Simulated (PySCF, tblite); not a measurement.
# C₅H₁₂Si: geometry, infrared bands and NMR shifts

What infrared bands and NMR shifts should C₅H₁₂Si (`CCC1C[SiH2]C1`) show?

Computed with tblite 0.8.0 and PySCF 2.14.0, with density-fitted response routines of our own, on a single molecule in the gas phase. Atoms count from 0, in the outputs and in this text.

## 1. The starting structure

18 atoms, charge 0, multiplicity 1; geometry from: force field or distance geometry start.

Bonds of the start (Å): C0–C1 1.52, C1–C2 1.51, C2–C3 1.57, C3–Si4 1.89, Si4–C5 1.89, C5–C2 1.58, C0–H6 1.10, C0–H7 1.09, C0–H8 1.10, C1–H9 1.10, C1–H10 1.10, C2–H11 1.10, C3–H12 1.08, C3–H13 1.10, Si4–H14 1.48, Si4–H15 1.48, C5–H16 1.10, C5–H17 1.09.

## 2. Relaxing the molecule with GFN2-xTB

Job settings and geometry (Å):

```
{"job": {"kind": "relax", "xc": "GFN2-xTB", "basis": "xTB"}, "charge": 0, "multiplicity": 1}
C      2.260700     0.660000     0.510000
C      1.277700    -0.500900     0.424200
C      0.056700    -0.139000    -0.387300
C     -1.031500    -1.269600    -0.471200
Si    -2.356100     0.063300    -0.623500
C     -0.926100     0.917700     0.260000
H      2.568800     0.980700    -0.492800
H      3.150200     0.384600     1.082700
H      1.799300     1.522500     1.006000
H      1.785000    -1.361800    -0.023900
H      0.990600    -0.809900     1.445400
H      0.372700     0.168500    -1.397300
H     -0.936900    -1.951400    -1.305500
H     -1.139500    -1.864100     0.452000
H     -3.576800    -0.136900     0.192800
H     -2.559600     0.537000    -2.013000
H     -1.005000     0.854800     1.355000
H     -0.738900     1.950700    -0.025300
```

The run is started by

```console
$ OMP_NUM_THREADS=1 python probes_run.py task.json out
```

This one command runs all jobs of the session in turn.

**Question.** This job is followed by: GFN2-xTB harmonic vibrations, gas phase; GIAO PBE0/pcSseg-1 NMR shielding, non-relativistic, gas phase. What will the session give for the following? strongest single infrared mode (GFN2-xTB); zero-point energy (GFN2-xTB); ¹³C shifts against TMS (PBE0/pcSseg-1, means over atoms taken as alike); ¹H shifts against TMS (PBE0/pcSseg-1, means over atoms taken as alike); ²⁹Si shifts against TMS (PBE0/pcSseg-1).

The runs gave:

| quantity | value |
| --- | --- |
| strongest single infrared mode (GFN2-xTB) | 2253 cm⁻¹, 523 km/mol |
| zero-point energy (GFN2-xTB) | 96.3 kcal/mol |
| ¹³C shifts against TMS (PBE0/pcSseg-1, means over atoms taken as alike) | 39.9, 37.8, 17.3, 14.1 ppm |
| ¹H shifts against TMS (PBE0/pcSseg-1, means over atoms taken as alike) | 4.69, 4.69, 2.18, 1.61, 1.42, 1.05, 0.95 ppm |
| ²⁹Si shifts against TMS (PBE0/pcSseg-1) | -45.8 ppm |

Relaxing lowered the energy by 0.229 eV in 62 steps; the close pair that moved most is C2–C5, from 1.582 to 1.546 Å. No mode is imaginary among the 48: a minimum at this level. The strongest single mode, at 2253 cm⁻¹, moves mainly H15 and H14. Unscaled tight-binding wavenumbers are off by several per cent, some by more. Its intensities can rank the bands wrongly. At PBE0/pcSseg-1: The largest span, 77 ppm, is at Si4, where the paramagnetic term is -485 ppm.
